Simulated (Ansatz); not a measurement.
# CH7NOSn: the cost of one run

All numbers are computed with Ansatz 0.2.0, driven from Python. Level of theory: PBE0+D3(BJ)/def2-SVP.

**1. The structure**

Bond lengths: C1–N2 1.411 Å, N2–Sn3 2.043 Å, Sn3–O4 1.948 Å, C1–H5 1.115 Å, C1–H6 1.178 Å, C1–H7 1.133 Å, N2–H8 1.003 Å, Sn3–H9 1.806 Å, Sn3–H10 1.758 Å, O4–H11 1.073 Å. Angles (14 of 16 angles, heavy atoms first): C1–N2–Sn3 106.1°, N2–Sn3–O4 113.0°, C1–N2–H8 109.4°, Sn3–N2–H8 105.8°, N2–C1–H5 115.0°, N2–C1–H6 109.0°, N2–C1–H7 111.9°, N2–Sn3–H9 108.6°, N2–Sn3–H10 109.9°, O4–Sn3–H9 109.5°, O4–Sn3–H10 108.6°, Sn3–O4–H11 101.4°, H5–C1–H6 106.1°, H5–C1–H7 110.0°.

The script holds or builds the structure itself.

**2. Script**

File spin.py:

```python
'''Gap between spin states of CH7NOSn at one geometry.'''

import ansatz as az

BASIS = 'def2-SVP'
XC = 'PBE0'
DISPERSION = 'd3bj'


def main() -> None:
    geometry_ang = [
        ('C', (-1.0426, 1.0335, -0.3474)),
        ('N', (-0.5028, 0.5285, 0.8544)),
        ('Sn', (1.211, -0.4562, 0.336)),
        ('O', (0.9044, -1.8921, -0.9441)),
        ('H', (-1.3121, 0.2605, -1.1044)),
        ('H', (-2.0378, 1.6162, -0.1068)),
        ('H', (-0.3723, 1.8169, -0.8162)),
        ('H', (-1.1176, -0.1716, 1.2269)),
        ('H', (1.9622, -1.1326, 1.8325)),
        ('H', (2.3653, 0.6746, -0.3561)),
        ('H', (0.0077, -2.3348, -0.5542)),
    ]
    molecule = az.Crystal.molecule()
    for symbol, xyz in geometry_ang:
        molecule = molecule.atom(symbol, xyz)

    model = molecule.calculation().basis(gaussian=BASIS).functional(XC, dispersion=DISPERSION)
    found = {}
    for unpaired in [0, 2, 4]:
        report = model.spin('collinear', total=unpaired).run(threads=1, backend='cpu').report
        s = unpaired / 2
        found[unpaired] = report['free_energy_ev']
        print(f'2S+1 = {unpaired + 1}: E = {found[unpaired]:.5f} eV, <S^2> = {abs(report["mean_field"]["state"]["spin_squared"]):.3f} (pure state {s * (s + 1):.2f})')
    lowest = min(found, key=found.get)
    for unpaired, e in found.items():
        print(f'multiplicity {unpaired + 1}: {(e - found[lowest]):.3f} eV above the lowest')


if __name__ == '__main__':
    main()
```

**3. What the engine is handed**

The engine receives this input (first run):

```yaml
crystal:
  periodic: [false, false, false]
  atoms:
    - { symbol: C, position_ang: [-1.0426, 1.0335, -0.3474] }
    - { symbol: "N", position_ang: [-0.5028, 0.5285, 0.8544] }
    - { symbol: Sn, position_ang: [1.211, -0.4562, 0.336] }
    - { symbol: O, position_ang: [0.9044, -1.8921, -0.9441] }
    - { symbol: H, position_ang: [-1.3121, 0.2605, -1.1044] }
    - { symbol: H, position_ang: [-2.0378, 1.6162, -0.1068] }
    - { symbol: H, position_ang: [-0.3723, 1.8169, -0.8162] }
    - { symbol: H, position_ang: [-1.1176, -0.1716, 1.2269] }
    - { symbol: H, position_ang: [1.9622, -1.1326, 1.8325] }
    - { symbol: H, position_ang: [2.3653, 0.6746, -0.3561] }
    - { symbol: H, position_ang: [0.0077, -2.3348, -0.5542] }
basis:
  gaussian:
    orbitals: def2-SVP
hamiltonian:
  xc: pbe0
  dispersion: d3bj
magnetization:
  spin_polarized: true
  initial_magnetization: 0.0
```

**4. The run**

On the command line:

```bash
$ python spin.py
```

**Question.** How long does this script take on 1 thread of Arm Neoverse V1, shared host, and how much memory does it need?

About 41 s, with a peak of 0.36 GiB.
